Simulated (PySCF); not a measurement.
# How the numerical set-up moves the result for CaSe

Which parts of the numerical set-up matter for CaSe? Each run edits the base script.

Method: method and basis as typed in the scripts; program: PySCF 2.14.0.

1 further run of the same task is left out (it didn't finish).

## (1) Starting geometry

CaSe: 2 atoms, charge 0, spin multiplicity 1.

Bond lengths: Ca1–Se2 2.264 Å.

## (2) The base run

Contents of input.py:

```python
from pyscf import gto, dft
from pyscf.geomopt.geometric_solver import optimize

mol = gto.M(
    atom='Ca 0 0 0; Se 0 0 2.264',
    basis='sbkjc',
    ecp={'Ca': 'sbkjc', 'Se': 'sbkjc'},
    charge=0,
    spin=0,
    symmetry=True,
    verbose=3,
)
mf = dft.RKS(mol, xc='bhandhlyp')
mf.kernel()
g = mf.nuc_grad_method()
g.grid_response = True
mol_eq = optimize(g.as_scanner(), maxsteps=30)
print('optimised geometry (angstrom)')
print(mol_eq.tostring('raw'))
print('orbital energies (hartree):', mf.mo_energy[..., max(0, mol.nelec[1]-3):mol.nelec[0]+3].round(4))
```

Launch:

```console
python input.py
```

The log of this run is left out.

It gives: at the starting geometry E(SCF) = -9.895428 Eh, optimised bond 2.695 Å in 7 steps; the optimisation lowers the energy by 1.137 eV.

## (3) Cc-pvdz (core potential off)

Edit 1 changes basis set: sbkjc → cc-pvdz; core potential: on → off. The core potential changes with it: totals don't compare.

Contents of input.py:

```python
from pyscf import gto, dft
from pyscf.geomopt.geometric_solver import optimize

mol = gto.M(
    atom='Ca 0 0 0; Se 0 0 2.264',
    basis='cc-pvdz',
    charge=0,
    spin=0,
    symmetry=True,
    verbose=3,
)
mf = dft.RKS(mol, xc='bhandhlyp')
mf.kernel()
g = mf.nuc_grad_method()
g.grid_response = True
mol_eq = optimize(g.as_scanner(), maxsteps=30)
print('optimised geometry (angstrom)')
print(mol_eq.tostring('raw'))
print('orbital energies (hartree):', mf.mo_energy[..., max(0, mol.nelec[1]-3):mol.nelec[0]+3].round(4))
```

Launch:

```console
python input.py
```

## (4) Integration grid 0

Edit 2 changes integration grid: default → 0.

Edit input.py of step 2 so:

```diff
@@ -13,2 +13,3 @@
 mf = dft.RKS(mol, xc='bhandhlyp')
+mf.grids.level = 0
 mf.kernel()
```

## (5) X2c-svpall (core potential off, X2C on)

Edit 3 changes basis set: sbkjc → x2c-svpall; core potential: on → off; spin-free X2C: off → on. The core potential changes with it: totals don't compare.

Edit input.py of step 2 so:

```diff
@@ -5,4 +5,3 @@
     atom='Ca 0 0 0; Se 0 0 2.264',
-    basis='sbkjc',
-    ecp={'Ca': 'sbkjc', 'Se': 'sbkjc'},
+    basis='x2c-svpall',
     charge=0,
@@ -13,2 +12,3 @@
 mf = dft.RKS(mol, xc='bhandhlyp')
+mf = mf.sfx2c1e()
 mf.kernel()
```

## (6) Cartesian functions on

Edit 4 changes Cartesian functions: off → on.

Edit input.py of step 2 so:

```diff
@@ -10,2 +10,3 @@
     symmetry=True,
+    cart=True,
     verbose=3,
```

**Question.** What will these runs give? Wanted: for each run, E(SCF); from base; gap; after the SCF.

As calculated:

| run | E(SCF) (hartree) | from base (eV) | gap (eV) | functions | after the SCF |
| --- | --- | --- | --- | --- | --- |
| base | -9.895428 | 0 | n/a | 16 | bond 2.695 Å, -1.137 eV |
| cc-pvdz (core potential off) | -3079.119037 | not comparable | 4.00 | 54 | bond 2.446 Å, -0.282 eV |
| integration grid 0 | -9.895306 | +0.0033 | n/a | 16 | bond 2.697 Å, -1.137 eV |
| x2c-svpall (core potential off, X2C on) | -3109.818555 | not comparable | 3.98 | 56 | bond 2.438 Å, -0.257 eV |
| Cartesian functions on | -9.895428 | 0.0000 | n/a | n/a | bond 2.695 Å, -1.137 eV |

SCF columns refer to the geometry typed in the script.

What this shows: No change of the SCF energy comes from Cartesian functions on. The dearest run is “cc-pvdz (core potential off)”, at 32 s against 4.8 s. Rows marked «poor choice» come from settings spoiled on purpose.
